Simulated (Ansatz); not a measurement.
**ZrSn3O8: the band gap up the ladder of functionals**

The task here is to estimate one member of a computed series from the others.

Program: Ansatz 0.2.0. PAW datasets, plane waves. Values at 0 K without nuclear motion; spin polarisation is off, and the phase may be a hypothetical one.

## The structure to begin with

The cell was relaxed beforehand with r2SCAN.

It is orthorhombic, Cmmm (No. 65); a = 6.759 Å, b = 6.792 Å, c = 6.435 Å in the conventional setting, 12.31 Å³ an atom. Sn has 6 O at 2.07 Å; Sn has 6 O at 2.06–2.08 Å; O has 3 Sn at 2.07–2.08 Å; O has 2 Sn at 2.06–2.07 Å and 1 Zr at 2.10 Å; Zr has 6 O at 2.10 Å.

Structure file:

```xyz
12
Lattice="3.3961 -3.3797 0.0000 3.3961 3.3797 0.0000 0.0000 0.0000 6.4350" Properties=species:S:1:pos:R:3 pbc="T T T"
Sn    3.3961    0.0000    0.0000
Sn    0.0000    0.0000    4.8364
O     1.3268    0.0000    0.0000
O     5.4653    0.0000    0.0000
O     3.3961   -1.3233    4.8457
O     3.3961    1.3233    4.8457
Zr    3.3961    0.0000    3.2175
Sn    0.0000    0.0000    1.5986
O     1.3007    0.0000    3.2175
O     5.4915    0.0000    3.2175
O     3.3961   -1.3233    1.5893
O     3.3961    1.3233    1.5893
```

The first run:

Contents of input.yaml:

```yaml
crystal:
  lattice:
    - [3.3960895543, -3.379742036, 0.0]
    - [3.3960895543, 3.379742036, 0.0]
    - [0.0, 0.0, 6.4349646984]
  atoms:
    - { symbol: Sn, position: [0.5, 0.5, 0.0] }
    - { symbol: Sn, position: [0.0, 0.0, 0.7515779944] }
    - { symbol: O, position: [0.1953475799, 0.1953475799, 0.0] }
    - { symbol: O, position: [0.8046524201, 0.8046524201, 0.0] }
    - { symbol: O, position: [0.6957696819, 0.3042303181, 0.7530271435] }
    - { symbol: O, position: [0.3042303181, 0.6957696819, 0.7530271435] }
    - { symbol: Zr, position: [0.5, 0.5, 0.5] }
    - { symbol: Sn, position: [0.0, 0.0, 0.2484220056] }
    - { symbol: O, position: [0.1914936867, 0.1914936867, 0.5] }
    - { symbol: O, position: [0.8085063133, 0.8085063133, 0.5] }
    - { symbol: O, position: [0.6957696819, 0.3042303181, 0.2469728565] }
    - { symbol: O, position: [0.3042303181, 0.6957696819, 0.2469728565] }
kpoints:
  mp_grid: { grid: [6, 6, 4] }
  band_path:
    path:
      - [[0.0, 0.0, 0.0], [0.5, 0.5, 0.0], [0.5024010221939, 0.4975989778061, 0.0]]
      - [[0.4975989778061, -0.4975989778061, 0.0], [0.0, 0.0, 0.0], [0.0, 0.0, 0.5], [0.4975989778061, -0.4975989778061, 0.5]]
      - [[0.5024010221939, 0.4975989778061, 0.5], [0.5, 0.5, 0.5], [0.5, 0.5, 0.0]]
      - [[0.0, 0.0, 0.0], [0.5, 3.266088059954e-17, 0.0], [0.5, 3.266088059954e-17, 0.5], [0.0, 0.0, 0.5], [0.5, 0.5, 0.5]]
    npoints: 10
hamiltonian:
  xc: pbe
scf:
  occupations: { method: fermi_dirac, width: 0.02 }
  n_extra_bands: 7
output:
  forces: true
  stress: true
  eigenvalues: true
```

Among the steps run: PBE bands along the symmetry lines; r2SCAN; HSE06; PBE+SOC at the same geometry; PBE0.

One table of the session follows, with a row left open; its other results are not shown here.

| level | gap (eV) |
| --- | --- |
| PBE | 2.09 |
| r2SCAN | 2.73 |
| HSE06 | 3.78 |
| PBE+SOC | 2.09 |
| PBE0 | ? |

**Question.** Estimate the row for PBE0.

**Answer.** gap (eV): 4.51. In the column «gap (eV)» it is the highest.

Meshes: PBE 6×6×4, r2SCAN 6×6×4, HSE06 4×4×2, PBE+SOC 6×6×4, PBE0 4×4×2

PBE gives the least gap, 2.09 eV, and PBE0 the largest, 4.51 eV. Against HSE06, PBE is short by 1.69 eV, at 55 % of it, and r2SCAN 72 %. PBE0 lies 0.73 eV above HSE06, which differs from it by screening the long-range exchange.

To keep in mind: Warnings in the runs' records: stress scf threshold loose, stress exchange threshold loose.
